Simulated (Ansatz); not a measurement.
Relaxation of a periodic cell of 17 atoms, LiSi16 (host Si, host structure diamond, interstitial Li), to a largest force component of 0.03 eV/Å in at most 60 steps.

Level of theory: DFT PBEsol, scalar-relativistic, plane waves, PAW (Ansatz). Settings: cutoff 420 eV, k mesh 2x2x2, gaussian smearing 0.05 eV, spin collinear.

```xyz
17
Lattice="0.0000 5.4300 5.4300 5.4300 0.0000 5.4300 5.4300 5.4300 0.0000" Properties=species:S:1:pos:R:3:forces:R:3
Si 0.000 0.000 0.000 0.46 -0.54 -0.50
Si 1.357 1.357 1.357 0.32 -0.01 -0.02
Si 2.715 2.715 0.000 -0.13 0.14 -0.14
Si 4.072 4.072 1.357 -0.01 -0.20 0.02
Si 2.715 0.000 2.715 -0.15 -0.14 0.15
Si 4.072 1.357 4.072 0.02 0.00 -0.26
Si 5.430 2.715 2.715 0.13 0.13 0.13
Si 6.787 4.072 4.072 -0.01 -0.01 0.00
Si 0.000 2.715 2.715 0.71 0.69 0.74
Si 1.357 4.072 4.072 0.01 0.02 0.00
Si 2.715 5.430 2.715 -0.42 -0.43 0.38
Si 4.072 6.787 4.072 -0.03 -0.03 0.27
Si 2.715 2.715 5.430 -0.60 0.51 -0.57
Si 4.072 4.072 6.787 -0.01 0.35 -0.02
Si 5.430 5.430 5.430 0.15 -0.13 -0.14
Si 6.787 6.787 6.787 -0.22 -0.01 0.02
Li 9.552 6.862 6.792 -0.22 -0.33 -0.06
```

Problem. Where does it end, and by what steps?

Solution. It converged. Limits of this set-up: a small cell, in which the defect meets its images. After 4 steps the energy has fallen by 0.148 eV; Li17 moved furthest, 0.08 Å.

```tsv
step	energy less start (eV)	largest force component (eV/Å)	accepted
0	0.0000	0.743	yes
1	-0.1346	0.202	yes
2	-0.1470	0.042	yes
3	-0.1471	0.050	yes
4	-0.1482	0.004	yes
```

```xyz
17
Lattice="0.0000 5.4300 5.4300 5.4300 0.0000 5.4300 5.4300 5.4300 0.0000" Properties=species:S:1:pos:R:3
Si 0.033 -0.026 -0.030
Si 1.378 1.362 1.358
Si 2.707 2.731 -0.011
Si 4.075 4.059 1.358
Si 2.707 -0.007 2.726
Si 4.075 1.362 4.055
Si 5.444 2.730 2.726
Si 6.790 4.077 4.073
Si 0.033 2.750 2.745
Si 1.361 4.077 4.073
Si 2.688 5.404 2.745
Si 4.076 6.792 4.090
Si 2.688 2.749 5.400
Si 4.075 4.094 6.788
Si 5.444 5.423 5.419
Si 6.773 6.792 6.788
Li 9.506 6.792 6.788
```

Whether the end is a true minimum wasn't checked by a vibrational analysis.

Run time: 26 s on 2 threads of Intel(R) Xeon(R) 6975P-C (Granite Rapids), on a shared host, peak memory 0.79 GiB.
